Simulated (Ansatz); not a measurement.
This script for Ansatz 0.2.0 through its Python package starts 4 runs on AlC3, space group Pm-3m. What input does the engine get in each?

`ecut_alc3.py`:
```python
import ansatz as az

lattice = az.Lattice.of(
    (3.20793, 0.0, 0.0),
    (0.0, 3.20793, 0.0),
    (0.0, 0.0, 3.20793),
)
sites = [
    ("Al", (0.0, 0.0, 0.0)),
    ("C", (0.0, 0.5, 0.5)),
    ("C", (0.5, 0.0, 0.5)),
    ("C", (0.5, 0.5, 0.0)),
]
system = az.Crystal(lattice=lattice)
for symbol, position in sites:
    system = system.atom(symbol, position)

model = (
    system.calculation()
    .occupations("fermi_dirac", width=0.15)
    .kpoints(7)
    .functional("r2scan")
)

rows = []
for value in [250, 325, 400, 475]:
    report = model.basis(value).run(threads=1).report
    rows.append((value, report["free_energy_ev"] / len(report["lattice"]["sites"]), report["n_iterations"], report["n_pw"]))

print(" cutoff (eV)   F/atom (eV)    iterations   plane waves")
for row in rows:
    print(f"{str(row[0]):>12s}  {row[1]:12.5f}  {row[2]:12d}  {row[3]:12d}")

for row in rows[:-1]:
    shift = 1000 * (row[1] - rows[-1][1])
    print(f"{row[0]}: {shift:+.2f} meV/atom" + ("  (within 2 meV)" if abs(shift) < 2 else ""))
```

Run 1:
```yaml
crystal:
  lattice:
    - [3.20793, 0.0, 0.0]
    - [0.0, 3.20793, 0.0]
    - [0.0, 0.0, 3.20793]
  atoms:
    - { symbol: Al, position: [0.0, 0.0, 0.0] }
    - { symbol: C, position: [0.0, 0.5, 0.5] }
    - { symbol: C, position: [0.5, 0.0, 0.5] }
    - { symbol: C, position: [0.5, 0.5, 0.0] }
basis:
  ecutwfc: 250.0
kpoints:
  mp_grid:
    grid: [7, 7, 7]
hamiltonian:
  xc: r2scan
scf:
  occupations:
    method: fermi_dirac
    width: 0.15
```

Run 2, against run 1:
```diff
-  ecutwfc: 250.0
+  ecutwfc: 325.0
```

Run 3, against run 1:
```diff
-  ecutwfc: 250.0
+  ecutwfc: 400.0
```

Run 4, against run 1:
```diff
-  ecutwfc: 250.0
+  ecutwfc: 475.0
```

```console
$ python ecut_alc3.py
DeckWarning: basis.ecutwfc = 250 eV is below the records' recommended 500 eV, and the density's cutoff is lower with it unless basis.ecutrho_ratio is high enough to keep the records' density cutoff: compare with a run at a higher cutoff
DeckWarning: basis.ecutwfc = 325 eV is below the records' recommended 500 eV, and the density's cutoff is lower with it unless basis.ecutrho_ratio is high enough to keep the records' density cutoff: compare with a run at a higher cutoff
DeckWarning: basis.ecutwfc = 400 eV is below the records' recommended 500 eV, and the density's cutoff is lower with it unless basis.ecutrho_ratio is high enough to keep the records' density cutoff: compare with a run at a higher cutoff
DeckWarning: basis.ecutwfc = 475 eV is below the records' recommended 500 eV, and the density's cutoff is lower with it unless basis.ecutrho_ratio is high enough to keep the records' density cutoff: compare with a run at a higher cutoff
 cutoff (eV)   F/atom (eV)    iterations   plane waves
         250    -320.77553             7           305
         325    -321.01776             7           461
         400    -321.05395             8           619
         475    -321.05734             8           751
250: +281.81 meV/atom
325: +39.58 meV/atom
400: +3.39 meV/atom
```
(Warnings from the package without file and line.)

Reading the output:
- For a metal this k-point mesh is coarse: on a finer one energies can move by several to tens of meV an atom and pressures by half a GPa or more, differences at one mesh by less.
- The smearing is wide enough that free energy and stress hold a thermal part of the electrons.
- The structure comes from a database of computed cells and needn't be a stable or known phase.
- Shifts are counted from the last row, which is itself no proven limit.
- Timing: 4.8 s on 1 thread of Arm Neoverse V1 (shared host), peak memory 0.35 GiB.
